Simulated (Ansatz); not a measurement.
# ClFHSn: the cost of one run

The runs use Ansatz 0.2.0; UKS PBE-D4/def2-TZVP.

**1. The system as given**

SMILES `[F][SnH][Cl]`, 4 atoms, charge 0, spin multiplicity 2.

Atoms are counted from 1 here; the program's logs count them from 0.

Bond lengths: F1–Sn2 1.970 Å, Sn2–Cl3 2.392 Å, Sn2–H4 1.784 Å. Angles: F1–Sn2–Cl3 104.5°, F1–Sn2–H4 104.5°, Cl3–Sn2–H4 107.2°.

As a file:

```tsv
atom	x (Å)	y (Å)	z (Å)
F1	-1.5630	0.2759	0.8788
Sn2	-0.2661	-0.2175	-0.5193
Cl3	1.4236	-1.4515	0.6404
H4	0.4612	1.3328	-1.0201
```

**3. Setting up the map**

- angle Cl3–Sn2–F1: 9 values from 59.0 to 149.0 °
- angle H4–Sn2–F1: 9 values from 68.9 to 138.9 °

Nothing else is relaxed (all other coordinates rigid). Energies count from the relaxed molecule at the same level.

(The set-up runs are not shown.)

**4. Grid point angle Cl3–Sn2–F1 = 126.5°, angle H4–Sn2–F1 = 138.9°**

The input, input.yaml:

```yaml
crystal:
  periodic: [false, false, false]
  atoms:
    - { symbol: F, position_ang: [-1.539485, 0.272713, 0.870986] }
    - { symbol: Sn, position_ang: [-0.259278, -0.220486, -0.519654] }
    - { symbol: Cl, position_ang: [1.727484, -1.462905, -0.223542] }
    - { symbol: H, position_ang: [0.907657, 0.561216, -1.5954] }
magnetization:
  spin_polarized: true
  initial_magnetization: 1
basis:
  gaussian: { orbitals: def2-TZVP }
hamiltonian:
  xc: pbe
  dispersion: d4
output:
  forces: true
```

Command:

```bash
> ansatz run input.yaml --threads 1 --pin off --max-ram 2048MiB --backend cpu --events-out ev --progress --plain --runs-dir out
```

What time and memory should one allow on 1 thread of Intel Xeon Platinum 8259CL at 2.50GHz (Skylake/Cascade Lake), shared host?

About 5.5 s, with a peak of 0.17 GiB.
